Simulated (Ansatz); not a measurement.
CH5Cl2GeP, SMILES [CH3][Ge]([PH2])([Cl])[Cl], a ladder of methods at one geometry

Program: the Python package of Ansatz (0.2.0).

Contents of `ch5cl2gep.xyz`:
```text
10

C    -1.10980    0.38530   -0.67230
Ge    0.06570   -0.81460    0.30600
P     1.98090    0.29580    0.86940
Cl   -0.93150   -1.49350    2.10360
Cl    0.55660   -2.51640   -0.93880
H    -0.59770    0.73390   -1.59250
H    -1.35970    1.25770   -0.03450
H    -2.04050   -0.15220   -0.94690
H     2.16600    0.84400   -0.46300
H     1.27000    1.45990    1.36900
```

At the Python prompt:
```pycon
>>> from pathlib import Path
>>> import ansatz as az
>>> import numpy as np
>>> geometry = az.Crystal.molecule_from_extxyz("ch5cl2gep.xyz")
>>> job = (
...     geometry.calculation()
...     .basis(gaussian="def2-SVP")
...     .scf(lower_state_search="light")
... )
>>> print("functional    E (Ha)        dipole (D)   HOMO (eV)  LUMO (eV)")
functional    E (Ha)        dipole (D)   HOMO (eV)  LUMO (eV)
>>> for name in ["r2scan", "b3lyp", "lda", "hf"]:
...     report = job.functional(name).forces().orbitals().run(threads=1, runs_dir="runs").report
...     lines = Path(report["orbitals_path"]).read_text().splitlines()
...     field_of = lambda key: [line.split("=")[1].strip() for line in lines if line.startswith(key)]
...     orbitals = [(27.211386 * float(e), s, float(n)) for e, s, n in zip(field_of("Ene="), field_of("Spin="), field_of("Occup="))]
...     homo = max(e for e, _, n in orbitals if n > 0.5)
...     lumo = min(e for e, _, n in orbitals if n < 0.5)
...     dipole = 4.803205 * np.linalg.norm(report["charge_distribution"]["dipole_moment_e_ang"])
...     print(f"{name:10s} {report['free_energy_ev'] / 27.211386246:14.6f} {dipole:9.3f} {homo:11.3f} {lumo:10.3f}")
...
r2scan       -3379.179444     3.096      -6.795     -1.401
b3lyp        -3379.377494     2.846      -7.373     -0.805
lda          -3371.489318     2.959      -6.535     -1.764
hf           -3375.302245     3.093     -10.268      3.479
```

These settings explore the input space; basis and method may be short of convergence. The geometry is a force-field or estimated start, not a minimum of this method, and the basis set is short of its limit. A lower total doesn't mark the better method: functionals have no common bound, and MP2 and coupled cluster aren't variational. b3lyp holds the VWN-RPA fit, as in Gaussian; the form of ORCA and Turbomole is b3lyp5. Levels such as HOMO and LUMO are orbital energies: with these approximate functionals they aren't the ionisation energy and electron affinity, and their gap isn't the fundamental gap. The whole script took 26 s on 1 thread of Arm Neoverse V2, on a shared host, peak memory 0.42 GiB.
